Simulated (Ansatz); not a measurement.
# Ruthenium, omega (AlB2-type) under LDA: structure, energy and stiffness

The plan for ruthenium in the omega (AlB2-type) structure: relax it, solve it on a dense k-mesh, then scale the cell to 7 volumes from 88 to 112 % of the relaxed one and try a fit of the equation of state. Spin polarisation is left out. The k-meshes are 9×9×12 for the relaxation; 12×12×16 for the dense run; 10×10×13 for the volumes.

Program: Ansatz 0.2.0. Level of theory: DFT LDA (PW92), plane waves (420 eV) with PAW, scalar-relativistic; PBE-made PAW files. These are calculated values, not measurements.

### 1 The system as given

The structure is hexagonal, space group P6/mmm (No. 191). The conventional cell has a = 4.247 Å, b = 4.247 Å, c = 2.603 Å, α = 90.00°, β = 90.00°, γ = 120.00°. Ru (site symmetry 6/mmm) is surrounded by 14 Ru at 2.60 to 2.78 Å. Around Ru (site symmetry -6m2) lie 11 Ru at 2.45 to 2.78 Å.

Coordinates:

```
Ru
1.0
     4.24692    0.00000    0.00000
    -2.12346    3.67794    0.00000
     0.00000    0.00000    2.60336
Ru
3
Direct
  0.00000 0.00000 0.00000
  0.33333 0.66667 0.50000
  0.66667 0.33333 0.50000
```

### 2 Relaxation of the cell

The input, input.yaml:

```yaml
crystal:
  lattice:
    - [4.2469224303, 0.0, 0.0]
    - [-2.1234612151, 3.6779427125, 0.0]
    - [0.0, 0.0, 2.6033634498]
  atoms:
    - { symbol: Ru, position: [0.0, 0.0, 0.0] }
    - { symbol: Ru, position: [0.3333333333, 0.6666666667, 0.5] }
    - { symbol: Ru, position: [0.6666666667, 0.3333333333, 0.5] }
hamiltonian:
  xc: lda
  pseudopotentials:
    kind: paw
    azcp:
      Ru: "pseudopotentials/Ru.paw.azcp"
basis:
  ecutwfc: 420
  fft_grid_basis: typed
kpoints:
  mp_grid: { grid: [9, 9, 12], shift: [0, 0, 0] }
magnetization:
  spin_polarized: false
scf:
  occupations: { method: fermi_dirac, width: 0.1 }
relax:
  max_steps: 60
  f_tol: 0.01
  cell: {}
```

After this run come: Single point on a dense mesh; Equation of state: 88 %; Equation of state: 92 %; Equation of state: 96 %; Equation of state: 100 %; Equation of state: 104 %; Equation of state: 108 %; Equation of state: 112 %.

Before running it: what results should come out? Wanted: space group; conventional cell; volume; shortest distance; gap on the mesh; relative to hcp; V₀, B₀, B₀′.

As calculated:

```
                      quantity                                   value
space group (spins left aside)                        P6/mmm (No. 191)
             conventional cell  a = 4.199 Å, c = 2.634 Å (c/a = 0.627)
                        volume                          13.406 Å³/atom
             shortest distance                                 2.424 Å
               gap on the mesh            none (levels filled in part)
               relative to hcp                           +288 meV/atom
                   V₀, B₀, B₀′            13.393 Å³/atom, 346 GPa, 4.7
```

From the guessed start the volume shrank by 1.1 % in 6 steps. It lies 288 meV/atom above the element's reference form at the same level (hcp, from a run of its own), so it is far from stable. Levels at the Fermi energy are filled in part, as in a metal. B₀ comes out at 346 GPa, among the stiffest elements; letting shape and positions relax at each volume could only lower it. Relaxation kept the symmetry; phonons were not checked.
